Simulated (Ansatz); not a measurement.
# CH₃GaSe: one species, many methods

An exercise on one series of results from a longer session: the logs are not shown, and one member is left open.

The runs use Ansatz 0.2.0, Gaussian basis; functionals in def2-TZVPP, the program's frozen cores in correlated methods.

The runs, in order: LDA (SPW92), PBE-D4, revPBE-D4, BLYP-D4, r2SCAN-D4, B97M-V, PBE0-D4, B3LYP-D4, r2SCANh-D4, r2SCAN0-D4, HSE06-D4, BHLYP-D4, CAM-B3LYP-D4, LC-ωPBE, ωB97X-V, ωB97M-V, B2PLYP, PBE-QIDH; CCSD(T)/def2-SVP; CCSD(T)/def2-TZVPP; MP2/def2-QZVPP; extrapolation to the limit; RPA on PBE.

1 further run of the same task is left out (it didn't finish).

## Structure used throughout

All runs share one geometry, relaxed beforehand with PBE0-D4 in a triple-zeta def2 set.

SMILES `[CH2]1[GaH][Se]1`, 6 atoms, charge 0, spin multiplicity 1.

Atoms are counted from 1 here; the program's logs count them from 0.

Bond lengths: C1–Ga2 1.932 Å, C1–Se3 2.044 Å, C1–H4 1.085 Å, C1–H5 1.085 Å, Ga2–Se3 2.284 Å, Ga2–H6 1.533 Å. Angles: Ga2–C1–Se3 70.0°, Ga2–C1–H4 120.7°, Ga2–C1–H5 120.7°, Se3–C1–H4 111.7°, Se3–C1–H5 111.7°, H4–C1–H5 113.1°, C1–Ga2–Se3 57.3°, C1–Ga2–H6 158.5°, Se3–Ga2–H6 144.2°, C1–Se3–Ga2 52.7°.

Set-up of the first run:

in.yaml reads:

```yaml
crystal:
  periodic: [false, false, false]
  atoms:
    - {symbol: C, position_ang: [-0.101649, -0.241007, -0.785148]}
    - {symbol: Ga, position_ang: [0.115590, 0.649561, 0.915910]}
    - {symbol: Se, position_ang: [0.106250, -1.624626, 0.705477]}
    - {symbol: H, position_ang: [-1.076405, -0.302177, -1.257298]}
    - {symbol: H, position_ang: [0.718143, -0.287634, -1.494081]}
    - {symbol: H, position_ang: [0.238062, 1.805883, 1.915141]}
basis:
  gaussian: {orbitals: def2-TZVPP}
hamiltonian: {xc: lda}
output: {orbitals: {seedname: orbitals}}
```

Steps of the session up to this table: LDA; PBE-D4 (GGA); revPBE-D4 (GGA); BLYP-D4 (GGA); r2SCAN-D4 (meta-GGA); B97M-V (meta-GGA); PBE0-D4 (hybrid); B3LYP-D4 (hybrid); r2SCANh-D4 (hybrid); r2SCAN0-D4 (hybrid); HSE06-D4 (hybrid); BHLYP-D4 (hybrid); CAM-B3LYP-D4 (range-separated); LC-ωPBE (range-separated); ωB97X-V (range-separated); ωB97M-V (range-separated); B2PLYP (double hybrid); PBE-QIDH (double hybrid).

One table of the session follows, with a row left open; its other results are not shown here.

It belongs to the step «Orbital energies across the functionals». 

```
  functional  HOMO (eV)  LUMO (eV)  gap (eV)
 LDA (SPW92)      -5.70      -2.50      3.20
      PBE-D4      -5.54      -2.24      3.30
   revPBE-D4      -5.48      -2.13      3.35
     BLYP-D4      -5.38      -2.17      3.21
   r2SCAN-D4      -5.76      -2.01      3.75
      B97M-V      -5.79      -2.17      3.62
     PBE0-D4      -6.57      -1.50      5.07
    B3LYP-D4      -6.35      -1.75      4.60
  r2SCANh-D4      -6.14      -1.75      4.39
  r2SCAN0-D4      -6.72      -1.36      5.36
    HSE06-D4      -6.18      -1.87      4.31
    BHLYP-D4      -7.45      -0.77      6.68
CAM-B3LYP-D4      -7.79      -0.62      7.17
     LC-ωPBE      -9.10       0.50      9.60
     ωB97X-V      -8.77       0.38      9.15
     ωB97M-V          ?          ?         ?
```

Q: Estimate the row for ωB97M-V from the others.

As computed: HOMO (eV): -8.66; LUMO (eV): 0.18; gap (eV): 8.84. In the column «HOMO (eV)» it lies between ωB97X-V (-8.77) and CAM-B3LYP-D4 (-7.79).
